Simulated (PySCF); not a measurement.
# SnH2Me(NHtBu): geometry, NMR shifts and electronic excitations

Aim: predict the NMR shifts and electronic excitations of SnH2Me(NHtBu) (`[H][Sn]([H])([CH3])[NH]C(C)(C)C`).

The runs use PySCF 2.14.0, with density-fitted response routines of our own; the level of theory stands in each step. All values are computed, except where a source is named. Atoms are numbered from 0 throughout.

**1. The molecule as given**

22 atoms, charge 0, multiplicity 1; geometry from: GFN2-xTB. The atoms were then displaced at random by about 0.03 Å, so the start is not that level's minimum.

Bonds of the start (Å): Sn0–H1 1.66, Sn0–H2 1.60, Sn0–C3 2.21, Sn0–N7 1.96, C3–H4 1.02, C3–H5 1.19, C3–H6 1.06, N7–C8 1.45, N7–H12 1.07, C8–C9 1.50, C8–C10 1.57, C8–C11 1.57, C9–H13 1.07, C9–H14 1.06, C9–H15 1.10, C10–H16 1.06, C10–H17 1.06, C10–H18 1.10, C11–H19 1.03, C11–H20 1.15, C11–H21 1.14.

**2. Geometry optimisation at PBE0-D3(BJ)/def2-SVP**

What the job is given:

```
{"job": {"xc": "PBE0", "basis": "def2-SVP", "d3": "d3bj", "grid": 1, "maxiter": 40, "shake": 0.03, "kind": "geom"}, "charge": 0, "multiplicity": 1}
Sn     0.641970     1.829400     0.443540
H      0.451390     1.859660     2.094590
H      2.189550     1.966010     0.065810
C     -0.410140     3.555180    -0.441350
H     -0.198030     4.464480    -0.023300
H     -1.580170     3.433350    -0.245700
H     -0.325320     3.595770    -1.501320
N     -0.361030     0.295280    -0.246220
C     -0.074570    -1.098930     0.046330
C      0.135880    -1.355950     1.508230
C     -1.288050    -1.958200    -0.466900
C      1.204450    -1.525270    -0.763730
H     -0.774000     0.422700    -1.226610
H      0.211990    -2.399860     1.706210
H      1.024250    -0.859390     1.815370
H     -0.710610    -0.926620     2.055180
H     -2.157470    -1.599570     0.017770
H     -1.119900    -2.987020    -0.278050
H     -1.417850    -1.840900    -1.556430
H      1.963610    -0.922190    -0.426460
H      1.002950    -1.350520    -1.878120
H      1.427100    -2.642450    -0.655860
```

Command:

```
OMP_NUM_THREADS=1 python probes_run.py task.json out
```

This one command runs all jobs of the session in turn.

Output:

```text
step   0  E = -468.08099332  max force = 0.067444
step   1  E = -468.11613839  max force = 0.018336
step   2  E = -468.11773383  max force = 0.010136
step   3  E = -468.11905092  max force = 0.002686
step   4  E = -468.11937979  max force = 0.002588
step   5  E = -468.11967272  max force = 0.001501
step   6  E = -468.11981500  max force = 0.000939
step   7  E = -468.11988687  max force = 0.000390
step   8  E = -468.11989641  max force = 0.000307
optimisation converged
```

Wall time 7.6 min (1 thread of AMD EPYC, shared host); peak memory 0.83 GiB.

Relaxation path:

```csv
step,energy from step 0 (eV),largest force component (eV/Å)
0,0.0000,3.4681
1,-0.9563,0.9429
2,-0.9998,0.5212
3,-1.0356,0.1381
4,-1.0445,0.1331
5,-1.0525,0.0772
6,-1.0564,0.0483
7,-1.0583,0.0201
8,-1.0586,0.0158
```

Distances of close pairs at the start and the end, largest changes first:

```csv
bond,before (Å),after (Å),change (Å)
Sn0–H2,1.599,1.728,+0.130
C3–H5,1.193,1.099,-0.093
Sn0–N7,1.958,2.051,+0.093
C3–H4,1.023,1.099,+0.076
C11–H19,1.027,1.102,+0.075
Sn0–C3,2.206,2.146,-0.061
Sn0–H1,1.662,1.716,+0.054
N7–H12,1.071,1.019,-0.053
```

The next job starts from the end point, and lists it.

```csv
at the end point,value
point group (found at 0.08 Å tolerance),C1
"rotational constants (GHz, main isotopes)","3.183, 0.771, 0.731"
dipole moment (D),0.85
```

**3. Nuclear shieldings: PBE0/def2-TZVP+pcSseg-1**

What the job is given:

```
{"job": {"kind": "nmr", "xc": "PBE0", "basis": {"default": "pcSseg-1", "Sn": "def2-TZVP"}}, "charge": 0, "multiplicity": 1}
Sn     0.479180     1.891249     0.548248
H      0.168703     1.979283     2.233452
H      2.187422     1.816450     0.295640
C     -0.371525     3.556230    -0.504842
H     -0.009922     4.502938    -0.079241
H     -1.467029     3.524075    -0.422213
H     -0.091073     3.516973    -1.567170
N     -0.531105     0.270322    -0.199264
C     -0.115955    -1.117431    -0.010422
C      0.186921    -1.344350     1.468986
C     -1.287032    -2.011461    -0.428988
C      1.120603    -1.473290    -0.847066
H     -0.791178     0.429618    -1.171393
H      0.448895    -2.395541     1.660846
H      1.041333    -0.730487     1.801996
H     -0.684383    -1.079821     2.086626
H     -2.178955    -1.771668     0.168210
H     -1.046987    -3.078641    -0.300108
H     -1.536174    -1.850186    -1.490634
H      1.978221    -0.841800    -0.565163
H      0.919818    -1.310746    -1.918365
H      1.416223    -2.526758    -0.716153
```

With the program's defaults for keys left out, this is: GIAO PBE0/pcSseg-1 Sn:def2-TZVP NMR shielding, scalar relativity only through core potentials, gas phase.

Output:

```text
coarse grid: 76128 points
cycle   1  E = -466.6625022728  dE = -3.509e+01  |g| = 2.778e+00  |ddm| = 3.142e+01
cycle   2  E = -464.8025757917  dE =  1.860e+00  |g| = 4.818e+00  |ddm| = 9.335e+00
cycle   3  E = -468.2371707406  dE = -3.435e+00  |g| = 3.439e-01  |ddm| = 5.720e+00
cycle   4  E = -468.2492765043  dE = -1.211e-02  |g| = 2.624e-01  |ddm| = 5.905e-01
cycle   5  E = -468.2640315702  dE = -1.476e-02  |g| = 5.032e-02  |ddm| = 2.667e-01
cycle   6  E = -468.2645425991  dE = -5.110e-04  |g| = 1.518e-02  |ddm| = 5.906e-02
cycle   7  E = -468.2645968262  dE = -5.423e-05  |g| = 4.421e-03  |ddm| = 1.658e-02
cycle   8  E = -468.2646018103  dE = -4.984e-06  |g| = 8.687e-04  |ddm| = 5.601e-03
final grid: 161656 points
cycle   9  E = -468.2645786946  dE = -1.008e-07  |g| = 1.089e-03  |ddm| = 3.725e-03
cycle  10  E = -468.2645784786  dE =  2.160e-07  |g| = 1.443e-03  |ddm| = 2.185e-03
cycle  11  E = -468.2645789726  dE = -4.940e-07  |g| = 7.481e-05  |ddm| = 1.255e-03
cycle  12  E = -468.2645789737  dE = -1.142e-09  |g| = 2.333e-05  |ddm| = 8.395e-05
cycle  13  E = -468.2645789738  dE = -1.074e-10  |g| = 1.010e-05  |ddm| = 3.099e-05
converged SCF energy = -468.2645789738

GIAO shielding tensors (ppm)
atom      isotropic    diamagn.    paramagn.     s11        s22        s33       span
  0 Sn         nan         nan         nan        nan        nan        nan        nan
  1 H       26.151      29.754      -3.603     18.101     21.009     39.342     21.240
  2 H       25.786      29.684      -3.898     17.835     20.675     38.847     21.012
  3 C      194.488     251.198     -56.711    189.436    195.050    198.978      9.542
  4 H       31.146      26.036       5.110     25.118     27.538     40.782     15.664
  5 H       30.965      30.272       0.692     24.963     28.612     39.320     14.356
  6 H       31.089      30.406       0.683     25.160     28.620     39.488     14.328
  7 N      200.955     323.537    -122.581    148.137    187.131    267.598    119.462
  8 C      134.117     238.834    -104.717    118.500    126.037    157.815     39.315
  9 C      150.795     250.196     -99.402    135.140    137.380    179.864     44.724
 10 C      148.202     246.769     -98.568    128.195    132.306    184.104     55.909
 11 C      149.116     249.180    -100.063    126.941    137.760    182.649     55.708
 12 H       31.817      37.262      -5.444     21.856     33.759     39.837     17.981
 13 H       30.181      31.328      -1.147     26.276     27.651     36.617     10.341
 14 H       30.206      32.640      -2.434     25.508     31.351     33.758      8.250
 15 H       29.984      31.909      -1.925     26.451     28.145     35.357      8.906
 16 H       29.935      30.415      -0.480     26.557     27.793     35.453      8.896
 17 H       30.134      30.346      -0.212     26.139     27.304     36.960     10.821
 18 H       30.272      30.924      -0.652     26.894     28.125     35.797      8.903
 19 H       29.821      32.249      -2.428     25.505     30.219     33.739      8.234
 20 H       30.442      31.951      -1.509     27.410     28.177     35.740      8.330
 21 H       30.095      31.304      -1.209     26.067     27.225     36.993     10.925
```

Run time: 2.4 min. Hardware: 1 thread of AMD EPYC, shared host; peak memory 1.2 GiB.

Shifts follow as δ = σ(reference) − σ, with reference shieldings (ppm) from runs at the same level and on the same kind of geometry: ¹H TMS 31.27, ¹³C TMS 184.4, ¹⁵N NH3 265.7. The references are single molecules in the gas phase, so shifts against H2O, NH3, PH3, H3PO4 or CFCl3 are not on the usual liquid scales and can be off by tens of ppm. Atoms listed in one row are averaged.

```csv
atoms,environment,σ (ppm),δ (ppm)
C8,"carbon bonded to 3 C, N",134.1,50.3
"C9, C10, C11","carbon bonded to C, 3 H",149.4,35.0
C3,"carbon bonded to Sn, 3 H",194.5,-10.1
"H1, H2","hydrogen on a Sn bonded to C, N",25.97,5.30
"H13, H14, H15, H16, H17 and 4 more",hydrogen on a carbon bonded to C,30.12,1.15
"H4, H5, H6",hydrogen on a carbon bonded to Sn,31.07,0.20
H12,"hydrogen on a nitrogen bonded to C, Sn",31.82,-0.55
N7,"nitrogen bonded to C, Sn, H",201.0,64.7
```

Atoms past Kr carry core potentials, so their printed shieldings have no meaning and are left out of the table.

Charges from the same density, by scheme (e):

```csv
atoms,Mulliken,ESP fit
Sn0,0.49,0.76
C3,-0.52,-0.65
N7,-0.60,-0.92
C8,-0.36,0.82
"C9, C10, C11",-0.17,-0.57
```

Mayer bond orders: Sn0–C3 1.03, Sn0–N7 0.95, N7–C8 0.94, C8–C9 1.02, C8–C10 1.02, C8–C11 1.00.

With diffuse functions Mulliken charges and Mayer bond orders lose their meaning; the other schemes are steadier.

The fields below are evaluated on a grid from the run's orbitals.

Frontier orbitals at PBE0/def2-TZVP+pcSseg-1, with the share of their density that lies nearest to each atom:

```csv
orbital,energy (eV),lies on
HOMO,-6.27,"N7 63 %; H2, H12 about 7 % each"
LUMO,0.40,"H1, H2 about 17 % each; Sn0 14 %; N7 11 %"
```

ELF in a plane through or near 8 of the atoms.

Ten even steps from '0' (0.00) to '9' (1.00):
```
0000000000000000000000000000
0000000000000000000000000000
0000000000000000000000000000
0000000000000025200000000000
0000000013320099812300000000
0000000024430099938940000000
0000000022221099879980000000
0000320125741026479950000000
0005994327162116854300000000
0009998763627764240000000000
0008996282138484462575000000
0002662163127464876999100000
0000136641039940455999000000
0000014420049930797475000000
0000000000018701999200000000
0000000000001002999200000000
0000000000000000585000000000
0000000000000000000000000000
0000000000000000000000000000
0000000000000000000000000000
```
The map spans 14.2 Å across and 9.5 Å up, centred on the molecule. Atoms in the plane (x, y in Å): Sn0 (-1.9, 0.8), C3 (-3.6, -0.5), H4 (-4.5, 0.0), N7 (-0.3, -0.5), C8 (1.1, -0.1), H12 (-0.5, -1.4), H14 (0.8, 2.1), H18 (1.8, -2.1).

On the surface of density 0.002 e/bohr³ the electrostatic potential runs, from the 1st to the 99th percentile, from -1.23 V near N7 to 1.15 V near H12.

**4. TDDFT and polarisability: wB97X-D/def2-SVPD**

Settings changed since step 3:

```diff
@@ -1,2 +1,2 @@
-{"job": {"kind": "nmr", "xc": "PBE0", "basis": {"default": "pcSseg-1", "Sn": "def2-TZVP"}}, "charge": 0, "multiplicity": 1}
+{"job": {"kind": "uv", "xc": "wB97X-D", "basis": "def2-SVPD", "ip": false, "nstates": 10}, "charge": 0, "multiplicity": 1}
 Sn     0.479180     1.891249     0.548248
```

Level: TDDFT wB97X-D/def2-SVPD, vertical, gas phase, core orbitals frozen in the response.

Output:

```text
coarse grid: 76128 points
cycle   1  E = -466.7803249941  dE = -2.176e+01  |g| = 2.655e+00  |ddm| = 2.727e+01
cycle   2  E = -467.2802751500  dE = -5.000e-01  |g| = 2.543e+00  |ddm| = 2.612e+01
cycle   3  E = -468.4079342102  dE = -1.128e+00  |g| = 1.708e-01  |ddm| = 1.078e+01
cycle   4  E = -468.4127708332  dE = -4.837e-03  |g| = 1.507e-01  |ddm| = 8.336e-01
cycle   5  E = -468.4177319712  dE = -4.961e-03  |g| = 3.213e-02  |ddm| = 4.487e-01
cycle   6  E = -468.4180416527  dE = -3.097e-04  |g| = 8.267e-03  |ddm| = 1.129e-01
cycle   7  E = -468.4180751357  dE = -3.348e-05  |g| = 3.708e-03  |ddm| = 4.515e-02
cycle   8  E = -468.4180814494  dE = -6.314e-06  |g| = 7.978e-04  |ddm| = 1.675e-02
final grid: 161656 points
cycle   9  E = -468.4149376925  dE = -7.233e-06  |g| = 1.311e-03  |ddm| = 3.148e-02
cycle  10  E = -468.4149379509  dE = -2.583e-07  |g| = 8.963e-04  |ddm| = 9.408e-03
cycle  11  E = -468.4149381112  dE = -1.603e-07  |g| = 1.808e-04  |ddm| = 3.007e-03
cycle  12  E = -468.4149381250  dE = -1.374e-08  |g| = 8.424e-05  |ddm| = 7.015e-04
cycle  13  E = -468.4149381298  dE = -4.849e-09  |g| = 3.423e-05  |ddm| = 5.142e-04
cycle  14  E = -468.4149381303  dE = -5.336e-10  |g| = 1.000e-05  |ddm| = 1.473e-04
converged SCF energy = -468.4149381303

Static polarisability (au): isotropic 111.543, principal 101.099 105.931 127.598

Singlet excitations
state   eV       nm        f      main configurations
  1   5.7484    215.7   0.05106   H->L+1 0.64, H->L+2 0.23
  2   6.1770    200.7   0.01200   H->L 0.83
  3   6.4681    191.7   0.00416   H->L+2 0.66, H->L+1 0.25
  4   6.9699    177.9   0.00664   H->L+3 0.70
  5   7.3849    167.9   0.00870   H->L+5 0.56, H->L+4 0.24
  6   7.7084    160.8   0.01562   H->L+4 0.58, H->L+5 0.20
  7   7.7939    159.1   0.08763   H-1->L 0.58, H-1->L+1 0.19
  8   7.8296    158.4   0.02330   H->L+6 0.58, H-1->L+1 0.08
  9   7.9275    156.4   0.02231   H-1->L+1 0.27, H-1->L+2 0.19, H-1->L 0.15
 10   8.0082    154.8   0.02226   H->L+7 0.33, H->L+6 0.16, H->L+8 0.10

Triplet excitations (Tamm-Dancoff, eV): 5.2560 6.0512 6.3924 6.8170
```

It took 4 min on 1 thread of AMD EPYC, shared host; peak memory 1.5 GiB.

The orbitals next to the gap, with their largest atomic shares:

```csv
orbital,eV,atoms
HOMO−3,-10.78,"Sn0 27 %, H2 21 %, H1 11 %"
HOMO−2,-10.45,"Sn0 21 %, H1 21 %, N7 17 %"
HOMO−1,-10.16,"C3 41 %, Sn0 24 %, H2 7 %"
HOMO,-8.19,"N7 59 %, C8 8 %, Sn0 8 %"
LUMO,1.74,"Sn0 55 %, H1 9 %, H2 9 %"
LUMO+1,1.98,"Sn0 25 %, C11 8 %, H2 7 %"
LUMO+2,2.15,"C3 21 %, Sn0 19 %, H2 12 %"
```

With each of the 10 states as a Gaussian band of 0.4 eV half-width at 1/e, the curve within the window shown has maxima at 214 nm (ε 2,200), 158 nm (ε 6,700) L/(mol cm). Beyond the last state computed it falls off for lack of states. The curve at chosen wavelengths:

(nm, ε (L/mol/cm)): (149, 1852), (153, 4552), (156, 6293), (160, 6464), (164, 4501), (167, 2830), (171, 1347), (174, 805), (178, 504), (182, 409), (185, 410), (189, 495), (193, 673), (196, 866), (200, 1200), (204, 1597), (207, 1889), (211, 2173), (215, 2237), (218, 2118), (222, 1781), (225, 1456), (229, 1017), (233, 647), (236, 436), (240, 240)

Leading natural transition orbitals of singlet state 7: the hole lies on C3 41 %; Sn0 17 %; H1 10 %; the particle on H4 24 %; H1, H2 about 19 % each; Sn0 10 %.

Leading natural transition orbitals of singlet state 1: the hole lies on N7 66 %; H12 8 %; the particle on H12 18 %; Sn0 14 %; N7 14 %.

Further results of this job:

```csv
property,computed
dipole moment (D),0.78
polarisability (Å³),16.53
HOMO–LUMO gap (eV),9.93
−ε(HOMO) (eV),8.19
```

**5. Shielding tensors: KT2/def2-TZVP+pcSseg-1**

Settings changed since step 4:

```diff
@@ -1,2 +1,2 @@
-{"job": {"kind": "uv", "xc": "wB97X-D", "basis": "def2-SVPD", "ip": false, "nstates": 10}, "charge": 0, "multiplicity": 1}
+{"job": {"kind": "nmr", "xc": "KT2", "basis": {"default": "pcSseg-1", "Sn": "def2-TZVP"}, "pop": false}, "charge": 0, "multiplicity": 1}
 Sn     0.479180     1.891249     0.548248
```

Method: GIAO KT2/pcSseg-1 Sn:def2-TZVP NMR shielding, scalar relativity only through core potentials, gas phase.

Output:

```text
coarse grid: 76128 points
cycle   1  E = -472.0916401502  dE = -3.454e+01  |g| = 3.073e+00  |ddm| = 3.069e+01
cycle   2  E = -419.5063303605  dE =  5.259e+01  |g| = 1.039e+01  |ddm| = 3.259e+01
cycle   3  E = -473.8946837939  dE = -5.439e+01  |g| = 9.161e-01  |ddm| = 3.166e+01
cycle   4  E = -473.8034034507  dE =  9.128e-02  |g| = 1.167e+00  |ddm| = 2.312e+00
cycle   5  E = -474.1580030067  dE = -3.546e-01  |g| = 2.545e-01  |ddm| = 1.209e+00
cycle   6  E = -474.1678411641  dE = -9.838e-03  |g| = 1.511e-01  |ddm| = 4.228e-01
cycle   7  E = -474.1730680256  dE = -5.227e-03  |g| = 2.775e-02  |ddm| = 1.674e-01
cycle   8  E = -474.1732456441  dE = -1.776e-04  |g| = 1.152e-02  |ddm| = 3.742e-02
cycle   9  E = -474.1732774017  dE = -3.176e-05  |g| = 2.330e-03  |ddm| = 1.266e-02
cycle  10  E = -474.1732785831  dE = -1.181e-06  |g| = 5.892e-04  |ddm| = 2.936e-03
final grid: 161656 points
cycle  11  E = -474.1732132455  dE = -1.602e-07  |g| = 9.421e-04  |ddm| = 4.968e-03
cycle  12  E = -474.1732127318  dE =  5.137e-07  |g| = 1.675e-03  |ddm| = 2.612e-03
cycle  13  E = -474.1732134661  dE = -7.343e-07  |g| = 2.823e-04  |ddm| = 1.786e-03
cycle  14  E = -474.1732134836  dE = -1.748e-08  |g| = 6.697e-05  |ddm| = 3.301e-04
cycle  15  E = -474.1732134846  dE = -1.054e-09  |g| = 8.156e-06  |ddm| = 7.498e-05
cycle  16  E = -474.1732134846  dE = -1.785e-11  |g| = 2.931e-06  |ddm| = 1.219e-05
converged SCF energy = -474.1732134846

GIAO shielding tensors (ppm)
atom      isotropic    diamagn.    paramagn.     s11        s22        s33       span
  0 Sn         nan         nan         nan        nan        nan        nan        nan
  1 H       25.877      29.911      -4.033     17.997     20.845     38.790     20.792
  2 H       25.391      29.798      -4.407     17.562     20.318     38.292     20.730
  3 C      192.234     253.134     -60.900    186.323    193.957    196.421     10.098
  4 H       30.989      25.671       5.318     25.136     27.541     40.290     15.155
  5 H       30.827      30.812       0.016     25.067     28.547     38.868     13.801
  6 H       30.949      30.946       0.003     25.229     28.555     39.064     13.835
  7 N      190.541     323.665    -133.124    138.291    176.186    257.147    118.856
  8 C      129.304     241.377    -112.074    113.482    120.806    153.624     40.142
  9 C      149.575     250.821    -101.246    132.977    136.190    179.559     46.582
 10 C      147.591     247.826    -100.235    127.499    131.171    184.103     56.604
 11 C      147.781     250.007    -102.227    124.892    136.177    182.274     57.382
 12 H       31.438      37.264      -5.826     21.950     33.721     38.643     16.693
 13 H       30.010      31.201      -1.191     26.355     27.592     36.082      9.727
 14 H       29.960      32.826      -2.865     25.475     31.154     33.252      7.777
 15 H       29.854      32.070      -2.216     26.401     28.215     34.946      8.545
 16 H       29.866      30.693      -0.827     26.771     27.751     35.077      8.306
 17 H       29.902      30.246      -0.344     26.032     27.165     36.508     10.476
 18 H       30.158      31.173      -1.016     27.051     28.038     35.384      8.333
 19 H       29.639      32.579      -2.940     25.624     29.952     33.341      7.717
 20 H       30.329      32.179      -1.850     27.375     28.325     35.287      7.913
 21 H       29.808      31.202      -1.393     25.839     27.052     36.533     10.694
```

It took 3.3 min on 1 thread of AMD EPYC, shared host; peak memory 1.3 GiB.

In short: δ C8 53.9, C9 34.9, C3 -9.0, N7 73.8, H1 5.54, H13 1.23 ppm (means over like atoms).

**6. Side by side: NMR shifts**

Shifts (ppm) of some atoms, chosen among heavy atoms and hydrogens apart, means over like atoms, with basis size and wall time:

```csv
run,C8,C9,C3,H1,H13,H12,N7,functions,time
PBE0/def2-TZVP+pcSseg-1,50.3,35.0,-10.1,5.30,1.15,-0.55,64.7,227,2.4 min
KT2/def2-TZVP+pcSseg-1,53.9,34.9,-9.0,5.54,1.23,-0.26,73.8,227,3.3 min
```

**7. Results**

| quantity | value |
| --- | --- |
| point group | C1 |
| rotational constants (main isotopes) | 3.18, 0.77, 0.73 GHz |
| ¹³C shifts against TMS (PBE0/def2-TZVP+pcSseg-1, means over atoms taken as alike) | 50.3, 35.0, -10.1 ppm |
| ¹H shifts against TMS (PBE0/def2-TZVP+pcSseg-1, means over atoms taken as alike) | 5.30, 1.15, 0.20, -0.55 ppm |
| ¹⁵N shifts against NH3 (PBE0/def2-TZVP+pcSseg-1) | 64.7 ppm |
| surface potential, 1st and 99th percentile | -1.23 V and 1.15 V |
| lowest singlet (wB97X-D/def2-SVPD) | 5.75 eV (216 nm), f = 0.051 |
| brightest single state of those computed | state 7, 7.79 eV, f = 0.088 |
| lowest triplet | 5.26 eV |
| range of the shift of N7 | 64.7 to 73.8 ppm |

What this shows: The start was shaken at random, so part of the energy gained undoes that. Over 8 steps the energy fell by 1.059 eV; of the close pairs, Sn0–H2 changed most, 1.599 to 1.728 Å. No frequency check was run at this level, so the end point may be a saddle. At PBE0/def2-TZVP+pcSseg-1: The widest tensor belongs to N7: span 119 ppm, with a paramagnetic part of -123 ppm. The lowest singlet, at 5.75 eV, is HOMO→LUMO+1 0.64, HOMO→LUMO+2 0.23 and is bright; of the 10 states computed, the strongest absorption comes from state 7 at 7.79 eV. The lowest triplet lies 0.49 eV below the lowest singlet (triplets in Tamm-Dancoff, singlets in full TDDFT). Spin-orbit coupling, left out, mixes singlets and triplets in elements this heavy. In ppm, N7 moves most: its shift spreads over 9.0 ppm, from 64.7 (PBE0/def2-TZVP+pcSseg-1) to 73.8 (KT2/def2-TZVP+pcSseg-1). Spin-orbit coupling is left out, which matters for shieldings and couplings at and beside the heavy atoms.
